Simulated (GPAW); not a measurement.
# NaLa (P-6m2) in GPAW: equation of state

How stiff is NaLa in PBE, and what volume does it want? The cell is scaled to several volumes.

Everything below comes from runs of GPAW 26.7.0. Logs are shortened: lines on timing, memory, paths and dates and some standing lists are left out, and cuts for length are marked. The log counts tension as positive stress, the text compression.

**1. The crystal as given**

It takes space group P-6m2 (No. 187, hexagonal). The conventional cell has a = 3.606 Å, b = 3.606 Å, c = 6.484 Å, α = 90.00°, β = 90.00°, γ = 120.00°. La (site symmetry -6m2) is surrounded by 6 La at 3.61 Å and 6 Na at 3.85 Å. Na (site symmetry -6m2) is surrounded by 6 Na at 3.61 Å and 6 La at 3.85 Å.

The cell comes from a database or a generator and needn't be the stable form of this composition.

**2. Equation of state, PBE**

The input, run.py:

```python
from ase.eos import EquationOfState
from ase.io import Trajectory, read
from ase.units import GPa
from gpaw import GPAW, PW

atoms = read('POSCAR')

traj = Trajectory('eos.traj', 'w')
volumes, energies = [], []
for x in [0.94, 0.96, 0.98, 1.0, 1.02, 1.04, 1.06]:
    a = atoms.copy()
    a.set_cell(atoms.cell * x**(1 / 3), scale_atoms=True)
    calc = GPAW(mode=PW(800),
                xc='PBE',
                kpts={'size': (9, 9, 4), 'gamma': True},
                occupations={'name': 'fermi-dirac', 'width': 0.05},
                nbands=22,
                convergence={'density': 1e-05, 'energy': 1e-05},
                maxiter=150,
                txt=f'eos-{x:.2f}.txt')
    a.calc = calc
    energies.append(a.get_potential_energy(force_consistent=True))
    volumes.append(a.get_volume())
    p = -a.get_stress()[:3].mean() / GPa
    calc.write(f'eos-{x:.2f}.gpw')
    traj.write(a)
    print(f'{x:.2f} {volumes[-1]:10.4f} A^3 {energies[-1]:14.6f} eV {p:9.3f} GPa', flush=True)

v0, e0, B = EquationOfState(volumes, energies, eos='birchmurnaghan').fit()
print(f'V0 = {v0:.4f} A^3, E0 = {e0:.6f} eV, B0 = {B / GPa:.2f} GPa')
```

The input, POSCAR:

```
NaLa
1.0
    3.6062507687      0.0000000000      0.0000000000
   -1.8031253843      3.1231047781      0.0000000000
    0.0000000000      0.0000000000      6.4837820000
La Na
1 1
Direct
    0.3333333333      0.6666666667      0.5000000000
    0.0000000000      0.0000000000      0.0000000000
```

Potentials or basis: GPAW PAW data sets (gpaw-data 1.2.1), pw.

Started as:

```sh
> OMP_NUM_THREADS=1 python run.py
```

The program printed:

```text
__  _  _
 | _ |_)|_||  |
 |__||  | ||/\| - 26.7.0

Input parameters:
  mode=PW(ecut=800.0),
  convergence={'density': 1e-05, 'energy': 1e-05},
  kpts=MonkhorstPack(size=(9, 9, 4), gamma=True),
  maxiter=150,
  nbands=22,
  occupations=Occupations(name='fermi-dirac', width=0.05),
  xc=XC(name='PBE')

Diagonalizing LCAO Hamiltonian
Converting LCAO to pw mode

         La

       Na

Atoms  # Å, Bohr magnetons
|   | symbol |         x |        y |        z |    initial magnetic moments |
|---|--------|-----------|----------|----------|-----------------------------|
| 0 |     La | -0.000000 | 2.039567 | 3.175711 | ( 0.0000,  0.0000,  0.0000) |
| 1 |     Na |  0.000000 | 0.000000 | 0.000000 | ( 0.0000,  0.0000,  0.0000) |

Unit cell  # Å
| periodic |         x |        y |        z |  lengths |     angles |
|----------|-----------|----------|----------|----------|------------|
|      yes |  3.532633 | 0.000000 | 0.000000 | 3.532633 |  90.000000 |
|      yes | -1.766317 | 3.059350 | 0.000000 | 3.532633 |  90.000000 |
|      yes |  0.000000 | 0.000000 | 6.351423 | 6.351423 | 120.000000 |

Number of symmetries: 12
Symmetry operations  # r_c * U_cc + t_c -> r_c
|    | kind |            matrix            |
|----|------|------------------------------|
|  0 |  σ   |  1, 1, 0,  0,-1, 0,  0, 0, 1 |
|  1 |  C2  |  1, 1, 0,  0,-1, 0,  0, 0,-1 |
|  2 |  E   |  1, 0, 0,  0, 1, 0,  0, 0, 1 |
|  3 |  σ   |  1, 0, 0,  0, 1, 0,  0, 0,-1 |
|  4 |  C3  |  0, 1, 0, -1,-1, 0,  0, 0, 1 |
|  5 |  S3  |  0, 1, 0, -1,-1, 0,  0, 0,-1 |
|  6 |  σ   |  0,-1, 0, -1, 0, 0,  0, 0, 1 |
|  7 |  C2  |  0,-1, 0, -1, 0, 0,  0, 0,-1 |
|  8 |  σ   | -1, 0, 0,  1, 1, 0,  0, 0, 1 |
|  9 |  C2  | -1, 0, 0,  1, 1, 0,  0, 0,-1 |
| 10 |  C3  | -1,-1, 0,  1, 0, 0,  0, 0, 1 |
| 11 |  S3  | -1,-1, 0,  1, 0, 0,  0, 0,-1 |

BZ-sampling:
  Number of BZ points: 324
  Number of IBZ points: 36

  Monkhorst-Pack size: [9, 9, 4]
  Monkhorst-Pack shift: [0.0, 0.0, 0.125]

K-points  # in reciprocal-cell coordinates
|     |                                coordinates |     weight |
|-----|--------------------------------------------|------------|
|   0 | (  0.00000000,   0.00000000,   0.00000000) | 0.00308642 |
|   1 | (  0.00000000,   0.00000000,   0.25000000) | 0.00617284 |
|   2 | (  0.00000000,   0.00000000,   0.50000000) | 0.00308642 |
|   3 | (  0.11111111,   0.00000000,   0.00000000) | 0.01851852 |
|   4 | (  0.11111111,   0.00000000,   0.25000000) | 0.03703704 |
|   5 | (  0.11111111,   0.00000000,   0.50000000) | 0.01851852 |
|   6 | (  0.22222222,  -0.11111111,   0.00000000) | 0.01851852 |
|   7 | (  0.22222222,  -0.11111111,   0.25000000) | 0.03703704 |
|   8 | (  0.22222222,  -0.11111111,   0.50000000) | 0.01851852 |
|   9 | (  0.22222222,   0.00000000,   0.00000000) | 0.01851852 |
| ... |                                            |            |
|  35 | (  0.44444444,   0.44444444,   0.50000000) | 0.01851852 |

Plane wave coefficients: 3558
Cutoff: 800.0 eV

Spin-components: 1 (collinear spins)
Bands:           22
Projectors:      13
Spin-degeneracy: 2
Datatype:        complex128

Parallelization:
  kpt:    1
  domain: 1
  band:   1

Density:
  Valence electrons: 18.0
  Components: 1
  Grid points: [24 24 42]
  Charge: 0.0  # |e|

Potential:
  Grid points: [24 24 42]

species:
  La:
    name:    Lanthanum
    Z:       57.0
    valence: 11
    core:    46
    charge:  0.0  # [|e|]
    compensation charges:
      type: gauss
      rc: 0.35  # [Å]
      lmax: 2
    cutoffs:
      filter: 1.17  # [Å]
      core: 2.19  # [Å]
    projectors
    | kind |    occ | energy [eV] | rcut [Å] |
    |------|--------|-------------|----------|
    |   5s |  2.000 |     -38.923 |    1.164 |
    |   6s |  2.000 |      -3.679 |    1.164 |
    |   5p |  6.000 |     -22.400 |    1.164 |
    |   6p |  0.000 |      -1.352 |    1.164 |
    |   5d |  1.000 |      -3.090 |    1.164 |
    |   4f |  0.000 |      -4.340 |    1.164 |
    |    d |        |      24.122 |    1.164 |
    |    f |        |      22.872 |    1.164 |

    Using partial waves for La as LCAO basis

  Na:
    name:    Sodium
    Z:       11.0
    valence: 7
    core:    4
    charge:  0.0  # [|e|]
    compensation charges:
      type: gauss
      rc: 0.37  # [Å]
      lmax: 2
    cutoffs:
      filter: 2.17  # [Å]
      core: 2.59  # [Å]
    projectors
    | kind |    occ | energy [eV] | rcut [Å] |
    |------|--------|-------------|----------|
    |   3s |  1.000 |      -2.744 |    1.201 |
    |   2p |  6.000 |     -28.672 |    1.217 |
    |   3p |  0.000 |      -0.743 |    1.217 |
    |    s |        |      24.468 |    1.201 |
    |    d |        |       0.000 |    1.238 |

    Using partial waves for Na as LCAO basis

Reference energy: -235531.733219  # eV

eigensolver:
  PPCG
  Converge bands: occupied
  niter=2

density mixing:
  MSR1-Mixer
  Pratt-step length: 0.05
  Maximum mixing coefficient: 0.75
  Old densities: 10
  SVD Regularization: 0.005
  Good broyden scale: 1.0
  Trust region scale: 1.0
  Backstep threshold: 4.0
  History deletion threshold: 6.0
  Fourier metric: weight=20.0, sigma=0.015

occupation numbers:
  Fermi-Dirac:
    width: 0.0500  # eV

poisson solver:
  ecut: 6400.0  # eV

xc functional:
  name: PBE with 2 nearest neighbor stencil

convergence criteria:
- Maximum integral of absolute [dens]ity change: 1e-05 electrons / valence electron
- Maximum [total energy] change in last 3 cyles: 1e-05 eV / valence electron
- Maximum integral of absolute [eigenst]ate change: 4e-08 eV^2 / valence electron
maximum number of iterations: 150

SCF iterations
|iter     | |      energy | eigst |  dens |
|---------|-|-------------|-------|-------|
|iter:   1| |   -5.888183 | -0.65 |       |
|iter:   2| |   -5.854820 | -2.80 | -1.31 |
|iter:   3| |   -5.680884 | -1.78 | -1.34 |
|iter:   4| |   -5.683627 | -3.25 | -2.09 |
|iter:   5| |   -5.681544 | -3.59 | -2.24 |
|iter:   6| |   -5.681870 | -4.18 | -2.54 |
|iter:   7| |   -5.681877 | -5.71 | -3.57 |
|iter:   8| |   -5.681880c| -6.54 | -3.99 |
|iter:   9| |   -5.681880c| -7.72c| -4.70 |
|iter:  10| |   -5.681880c| -8.15c| -5.32c|

Converged in 10 steps
Energy contributions relative to reference atoms: (reference = -235531.733219)

Energy contributions:
  Kinetic:           9.372192
  Coulomb:          -5.230805
  Zero:             -0.365274
  External:          0.000000
  Xc:               -9.445120
  Entropy:          -0.025745
  Spinorbit:         0.000000
  ----------------------------
  Free energy:      -5.694752
  Extrapolated:     -5.681880

dipole moment: (-5.774055, -0.491783, -5.956401)  # |e|*Ang

Fermi level: 5.561
Eigenvalues  # (at kpt = [0.000, 0.000, 0.000])
| band index |      eig [eV] | occ [0-2] |
|------------|---------------|-----------|
|          0 |       -27.479 |     2.000 |
|          1 |       -18.846 |     2.000 |
|          2 |       -18.836 |     2.000 |
|          3 |       -18.836 |     2.000 |
|          4 |       -11.249 |     2.000 |
|          5 |       -10.244 |     2.000 |
[... 9 lines left out ...]
|         15 |         7.378 |     0.000 |
|         16 |         7.602 |     0.000 |
|        ... |               |           |
|         21 |        10.209 |     0.000 |

No gap
No difference between direct/indirect transitions

Stress tensor  # eV/Ang^3
|         x |         y |         z |
|-----------|-----------|-----------|
| -0.006438 |  0.000000 |  0.000000 |
|  0.000000 | -0.006438 |  0.000000 |
|  0.000000 |  0.000000 | -0.006850 |

# Writing to eos-0.94.gpw (mode='')
```

It took 2.9 min on 1 thread of INTEL XEON PLATINUM 8581C at 2.30GHz (Emerald Rapids), shared host; peak memory 0.36 GiB.

Results:

* Equilibrium volume: 36.43 Å³/atom (rough: see the caveat)
* Bulk modulus at fixed shape and positions: 16.3 GPa (rough)

Energy against volume, from the lowest point:
| volume (Å³/atom) | energy (meV/atom) |
| --- | --- |
| 34.322 | 6.67 |
| 35.052 | 2.76 |
| 35.782 | 0.59 |
| 36.512 | 0.00 |
| 37.243 | 0.89 |
| 37.973 | 3.15 |
| 38.703 | 6.69 |

Caveat: one-centre terms of the f shell are cut off; the fit is doubtful: noisy points or a state that changes with volume; the cell was scaled at fixed shape and fractional positions, which overstates the stiffness of a crystal with free parameters, most of all of layers and chains. Spin-orbit coupling is left out, which matters for the levels of La.
